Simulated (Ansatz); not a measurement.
# ClFH₂NSTa: a ladder of functionals and wavefunction methods

An exercise on one series of results from a longer session: the logs are not shown, and one member is left open.

Program: Ansatz 0.2.0, Gaussian basis. Level of theory: functionals in def2-TZVPP, the program's frozen cores in correlated methods. These are calculated values, not measurements.

Plan: LDA (SPW92), PBE-D4, revPBE-D4, BLYP-D4, r2SCAN-D4, B97M-V, PBE0-D4, B3LYP-D4, r2SCANh-D4, r2SCAN0-D4, HSE06-D4, BHLYP-D4, CAM-B3LYP-D4, LC-ωPBE, ωB97X-V, ωB97M-V, B2PLYP, PBE-QIDH; CCSD(T)/def2-SVP; CCSD(T)/def2-TZVPP; MP2/def2-QZVPP; extrapolation to the limit; RPA on PBE.

## Structure used throughout

An earlier PBE0-D4 in a triple-zeta def2 set relaxation fixed the geometry. Ta takes the def2 core potential; no spin-orbit term is included.

SMILES `[NH2][Ta]([F])(=[S])[Cl]`, 7 atoms, charge 0, spin multiplicity 1.

Atoms are counted from 1 here; the program's logs count them from 0.

Bond lengths: N1–Ta2 1.945 Å, N1–H6 1.009 Å, N1–H7 1.012 Å, Ta2–F3 1.870 Å, Ta2–S4 2.151 Å, Ta2–Cl5 2.296 Å. Angles: Ta2–N1–H6 126.3°, Ta2–N1–H7 122.8°, H6–N1–H7 110.9°, N1–Ta2–F3 109.5°, N1–Ta2–S4 105.0°, N1–Ta2–Cl5 109.7°, F3–Ta2–S4 111.3°, F3–Ta2–Cl5 109.9°, S4–Ta2–Cl5 111.3°.

Set-up of the first run:

in.yaml reads:

```yaml
crystal:
  periodic: [false, false, false]
  atoms:
    - {symbol: N, position_ang: [-1.180439, 0.251740, 0.159002]}
    - {symbol: Ta, position_ang: [0.681034, -0.231758, -0.133908]}
    - {symbol: F, position_ang: [0.769672, -1.722422, -1.259238]}
    - {symbol: S, position_ang: [1.455192, -0.682278, 1.821782]}
    - {symbol: Cl, position_ang: [1.799624, 1.533171, -1.085536]}
    - {symbol: H, position_ang: [-1.651777, 0.299849, 1.049604]}
    - {symbol: H, position_ang: [-1.812107, 0.483698, -0.597306]}
basis:
  gaussian: {orbitals: def2-TZVPP}
hamiltonian: {xc: lda}
output: {orbitals: {seedname: orbitals}}
```

Command:

```bash
$ ansatz run in.yaml --threads 4 --pin off --events-out ev --progress --plain --max-ram 10444MiB
```

Steps of the session up to this table: LDA; PBE-D4 (GGA); revPBE-D4 (GGA); BLYP-D4 (GGA); r2SCAN-D4 (meta-GGA); B97M-V (meta-GGA); PBE0-D4 (hybrid); B3LYP-D4 (hybrid); r2SCANh-D4 (hybrid); r2SCAN0-D4 (hybrid); HSE06-D4 (hybrid); BHLYP-D4 (hybrid); CAM-B3LYP-D4 (range-separated); LC-ωPBE (range-separated); ωB97X-V (range-separated); ωB97M-V (range-separated); B2PLYP (double hybrid); PBE-QIDH (double hybrid).

One table of the session follows, with a row left open; its other results are not shown here.

It belongs to the step «Orbital energies across the functionals». 

| functional | HOMO (eV) | LUMO (eV) | gap (eV) |
| --- | --- | --- | --- |
| LDA (SPW92) | ? | ? | ? |
| PBE-D4 | -6.67 | -2.86 | 3.81 |
| revPBE-D4 | -6.61 | -2.78 | 3.83 |
| BLYP-D4 | -6.49 | -2.72 | 3.77 |
| r2SCAN-D4 | -6.97 | -2.76 | 4.21 |
| B97M-V | -6.98 | -2.68 | 4.30 |
| PBE0-D4 | -7.86 | -2.09 | 5.77 |
| B3LYP-D4 | -7.60 | -2.27 | 5.33 |
| r2SCANh-D4 | -7.41 | -2.47 | 4.94 |
| r2SCAN0-D4 | -8.06 | -2.02 | 6.04 |
| HSE06-D4 | -7.46 | -2.47 | 5.00 |
| BHLYP-D4 | -8.85 | -1.14 | 7.71 |
| CAM-B3LYP-D4 | -9.10 | -0.99 | 8.11 |
| LC-ωPBE | -10.44 | 0.10 | 10.54 |
| ωB97X-V | -10.10 | 0.04 | 10.14 |
| ωB97M-V | -9.94 | 0.01 | 9.95 |

**Question.** Estimate the row for LDA (SPW92).

**Answer.** HOMO (eV): -6.85; LUMO (eV): -3.08; gap (eV): 3.76. In the column «HOMO (eV)» it lies between r2SCAN-D4 (-6.97) and PBE-D4 (-6.67).
